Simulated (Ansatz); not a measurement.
**HfSiH3+ (quintet): wave-function methods side by side, def2-SVP**

One table from this session's results is given with a row withheld; the runs are named, their logs left out.

Method: def2-SVP, core rule «outside noble gas», up to 9 orbitals frozen; program: Ansatz 0.2.0, Gaussian basis.

The runs, in order: UHF; CCSD(T) on ROHF; CCSD(T) on UHF; CISD as a restricted active space (open shells left free, so some higher excitations enter); CCSDT(Q) on ROHF; CCSDT(Q) on UHF.

20 further runs of the same task are left out: 4 that didn't finish, 16 set aside as unsound or not needed. Runs told in other sessions of the task aren't counted.

**What is computed**

The geometry is a PBE0/def2-TZVP stationary point (not a proven minimum) of the parent state, kept for this charge and spin. No spin-orbit coupling is included. Elements past krypton take def2 core potentials.

5 atoms, charge 1, spin multiplicity 5.

Atoms are counted from 1 here; the program's logs count them from 0.

Bond lengths: Hf1–Si2 2.795 Å, Si2–H3 1.495 Å, Si2–H4 1.495 Å, Si2–H5 1.495 Å. Angles: Hf1–Si2–H3 110.0°, Hf1–Si2–H4 106.2°, Hf1–Si2–H5 110.0°, H3–Si2–H4 110.3°, H3–Si2–H5 110.0°, H4–Si2–H5 110.3°.

Coordinates:

```xyz
5
H3HfSi
Hf    0.0000   -0.0002    0.4217
Si    0.0000   -0.0008   -2.3728
H     1.2242   -0.6898   -2.8830
H    -0.0001    1.4343   -2.7914
H    -1.2241   -0.6899   -2.8830
```

Set-up of the first run:

in.yaml

```yaml
crystal:
  periodic: [false, false, false]
  atoms:
    - {symbol: Hf, position_ang: [0.000000, -0.000179, 0.421687]}
    - {symbol: Si, position_ang: [0.000000, -0.000820, -2.372815]}
    - {symbol: H, position_ang: [1.224151, -0.689841, -2.882975]}
    - {symbol: H, position_ang: [-0.000057, 1.434267, -2.791360]}
    - {symbol: H, position_ang: [-1.224097, -0.689938, -2.882975]}
basis:
  gaussian: {orbitals: def2-SVP}
total_charge: 1
magnetization: {spin_polarized: true, initial_magnetization: 4}
hamiltonian: {xc: hf}
output: {orbitals: {seedname: orbitals}}
```

Launch:

```console
$ ansatz run in.yaml --threads 1 --pin off --events-out ev --progress --plain --max-ram 2393MiB
```

Steps of the session up to this table: UHF; CCSD(T) on ROHF; CCSD(T) on UHF; CISD as a restricted active space (open shells left free, so some higher excitations enter); CCSDT(Q) on ROHF; CCSDT(Q) on UHF.

One table of the session follows, with a row left open; its other results are not shown here.

```
   method  from RCCSDT(Q) (meV)
     ROHF               +4019.2
      UHF               +3893.4
     RMP2                +963.2
     UMP2                +873.8
     CISD                +324.8
    RCCSD                +109.7
    UCCSD                     ?
 RCCSD(T)                 +27.1
 UCCSD(T)                 -55.3
   RCCSDT                  +2.1
   UCCSDT                 -79.0
RCCSDT(Q)                     0
UCCSDT(Q)                 -81.2
```

Q: Estimate the row for UCCSD from the others.

The run gave: from RCCSDT(Q) (meV): +26.1. In the column «from RCCSDT(Q) (meV)» it lies between RCCSDT (+2.1) and RCCSD(T) (+27.1).

Caveats from the session: Restricted and unrestricted rows rest on different reference determinants; a gap between their highest levels can come from leftover correlation error, from unlike frozen cores or from another state.
